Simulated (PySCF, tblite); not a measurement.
# C8H13O+: infrared bands and NMR shifts

What infrared bands and NMR shifts should C8H13O+ (`CO[C@@H](C)[C@H]1C=C[CH+]C1`) show?

Programs: tblite 0.8.0 and PySCF 2.14.0, with density-fitted response routines of our own. Each step states its level of theory. These are calculated values for one molecule in the gas phase, unless marked as measured. Atoms are numbered from 0 throughout.

## (1) Starting geometry

22 atoms, charge 1, multiplicity 1; geometry from: GFN2-xTB.

Bonds of the start (Å): C0–O1 1.39, O1–C2 1.37, C2–C3 1.52, C2–C4 1.63, C4–C5 1.46, C5–C6 1.40, C6–C7 1.37, C7–C8 1.47, C8–C4 1.53, C0–H9 1.09, C0–H10 1.10, C0–H11 1.12, C2–H12 1.10, C3–H13 1.09, C3–H14 1.09, C3–H15 1.09, C4–H16 1.09, C5–H17 1.08, C6–H18 1.08, C7–H19 1.08, C8–H20 1.10, C8–H21 1.09.

## (2) Harmonic vibrations with GFN2-xTB

Job settings and geometry (Å):

```
{"job": {"kind": "ir", "xc": "GFN2-xTB", "basis": "xTB"}, "charge": 1, "multiplicity": 1}
C     -2.050450     0.159439     1.066980
O     -1.904537     0.392516    -0.291815
C     -0.842773    -0.246796    -0.879545
C     -1.052801    -0.313421    -2.380763
C      0.533338     0.562654    -0.558647
C      0.633394     1.017510     0.823097
C      1.572147     0.253081     1.530887
C      2.184675    -0.614732     0.671629
C      1.716726    -0.401784    -0.706619
H     -2.863656     0.785422     1.428591
H     -2.241041    -0.894681     1.295714
H     -1.097936     0.442252     1.578620
H     -0.696686    -1.247161    -0.444887
H     -1.298674     0.672129    -2.766433
H     -0.174416    -0.694809    -2.891273
H     -1.891557    -0.973616    -2.589868
H      0.514701     1.392593    -1.265581
H      0.205393     1.942860     1.174621
H      1.781410     0.355856     2.580689
H      2.933548    -1.341808     0.934562
H      2.508040     0.104059    -1.271999
H      1.520744    -1.332179    -1.240182
```

**Question.** This job is followed by: GIAO PBE0/pcSseg-1 NMR shielding, non-relativistic, gas phase. Predict these results of the whole session: strongest single infrared mode (GFN2-xTB); zero-point energy (GFN2-xTB); 13C shifts against TMS (PBE0/pcSseg-1); 1H shifts against TMS (PBE0/pcSseg-1, means over atoms taken as alike); 17O shifts against H2O (PBE0/pcSseg-1).

As calculated:

| quantity | value |
| --- | --- |
| strongest single infrared mode (GFN2-xTB) | 2671 cm⁻¹, 209 km/mol |
| zero-point energy (GFN2-xTB) | 117.7 kcal/mol |
| 13C shifts against TMS (PBE0/pcSseg-1) | 226.3, 212.8, 151.1, 119.7, 77.7, 77.4, 57.2, 28.2 ppm |
| 1H shifts against TMS (PBE0/pcSseg-1, means over atoms taken as alike) | 9.96, 9.67, 8.28, 4.17, 3.70, 3.37, 3.30, 2.57, 2.32 ppm |
| 17O shifts against H2O (PBE0/pcSseg-1) | 152.8 ppm |

What this shows: No mode is imaginary among the 60: a minimum at this level. The strongest single mode, at 2671 cm⁻¹, moves mainly H11. GFN2-xTB is a fitted tight-binding method: band positions and strengths are rough. Its intensities can rank the bands wrongly. At PBE0/pcSseg-1: Shielding is most anisotropic at C5 (span 312 ppm, paramagnetic term -295 ppm).
